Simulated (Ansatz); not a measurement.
**CH₉BSi₃: up Jacob's ladder to CCSD(T)**

The task here is to estimate one member of a computed series from the others.

Computed with Ansatz 0.2.0, Gaussian basis. Level: functionals in def2-TZVPP, the program's frozen cores in correlated methods.

Plan: PBE-D4, r2SCAN-D4, PBE0-D4, B3LYP-D4, ωB97X-V, ωB97M-V, B2PLYP; CCSD(T)/def2-TZVPP; MP2/def2-QZVPP; extrapolation to the limit.

## Structure used throughout

An earlier PBE0-D4 in a triple-zeta def2 set relaxation fixed the geometry.

14 atoms, charge 0, spin multiplicity 1.

Atoms are counted from 1 here; the program's logs count them from 0.

Bond lengths: C1–Si2 1.873 Å, C1–H6 1.091 Å, C1–H7 1.092 Å, C1–H8 1.093 Å, Si2–Si3 2.342 Å, Si2–H9 1.492 Å, Si2–H10 1.489 Å, Si3–B4 1.895 Å, Si3–Si5 2.569 Å, Si3–H11 1.493 Å, B4–Si5 1.885 Å, B4–H12 1.190 Å, Si5–H13 1.488 Å, Si5–H14 1.484 Å. Angles: Si2–C1–H6 111.7°, Si2–C1–H7 110.4°, Si2–C1–H8 109.8°, H6–C1–H7 108.2°, H6–C1–H8 108.3°, H7–C1–H8 108.4°, C1–Si2–Si3 113.4°, C1–Si2–H9 109.5°, C1–Si2–H10 111.2°, Si3–Si2–H9 104.9°, Si3–Si2–H10 110.4°, H9–Si2–H10 107.1°, Si2–Si3–B4 128.5°, Si2–Si3–Si5 96.5°, Si2–Si3–H11 110.9°, B4–Si3–Si5 47.0°, B4–Si3–H11 120.5°, Si5–Si3–H11 136.1° and more.

The first run:

in.yaml

```yaml
crystal:
  periodic: [false, false, false]
  atoms:
    - {symbol: C, position_ang: [-1.159882, 1.819786, -0.189498]}
    - {symbol: Si, position_ang: [0.484794, 1.351637, 0.573518]}
    - {symbol: Si, position_ang: [0.653441, -0.924580, 1.096259]}
    - {symbol: B, position_ang: [-0.358505, -2.371746, 0.408321]}
    - {symbol: Si, position_ang: [0.243097, -1.800145, -1.284114]}
    - {symbol: H, position_ang: [-1.313619, 1.326329, -1.149962]}
    - {symbol: H, position_ang: [-1.980736, 1.538410, 0.473027]}
    - {symbol: H, position_ang: [-1.199735, 2.900094, -0.348670]}
    - {symbol: H, position_ang: [0.647708, 2.057871, 1.877890]}
    - {symbol: H, position_ang: [1.618930, 1.770004, -0.295703]}
    - {symbol: H, position_ang: [1.669522, -1.152235, 2.166075]}
    - {symbol: H, position_ang: [-0.348609, -3.493049, 0.806823]}
    - {symbol: H, position_ang: [0.925994, -2.636898, -2.307505]}
    - {symbol: H, position_ang: [0.104602, -0.414778, -1.797561]}
basis:
  gaussian: {orbitals: def2-TZVPP}
hamiltonian: {xc: pbe, dispersion: d4}
output: {forces: true, orbitals: {seedname: orbitals}}
```

Command:

```console
$ ansatz run in.yaml --threads 4 --pin off --events-out ev --progress --plain --max-ram 10444MiB
```

Steps of the session up to this table: PBE-D4 (GGA); r2SCAN-D4 (meta-GGA); PBE0-D4 (hybrid); B3LYP-D4 (hybrid); ωB97X-V (range-separated); ωB97M-V (range-separated); B2PLYP (double hybrid); CCSD(T) in def2-TZVPP; MP2 in def2-QZVPP.

One of the session's tables, all rows but one given; the rest of the session is left out.

It belongs to the step «Atomisation energies». 

```
            method  atomisation energy (kJ/mol)
            PBE-D4                       4510.7
         r2SCAN-D4                       4514.8
           PBE0-D4                       4483.5
          B3LYP-D4                       4480.7
           ωB97X-V                       4506.5
           ωB97M-V                       4486.2
            B2PLYP                       4414.8
     HF/def2-TZVPP                       3369.4
    MP2/def2-TZVPP                       4367.9
   CCSD/def2-TZVPP                       4307.3
CCSD(T)/def2-TZVPP                            ?
           MP2/CBS                       4476.1
       CCSD(T)/CBS                       4476.3
```

Estimate the missing values for CCSD(T)/def2-TZVPP.

As computed: atomisation energy (kJ/mol): 4368.1. In the column «atomisation energy (kJ/mol)» it lies between MP2/def2-TZVPP (4367.9) and B2PLYP (4414.8).

Limits of these values: Free atoms (1 C, 3 Si, 1 B, 9 H) were run apart at each level; the atomisation energy is their sum less the molecule, without zero-point or spin-orbit terms.
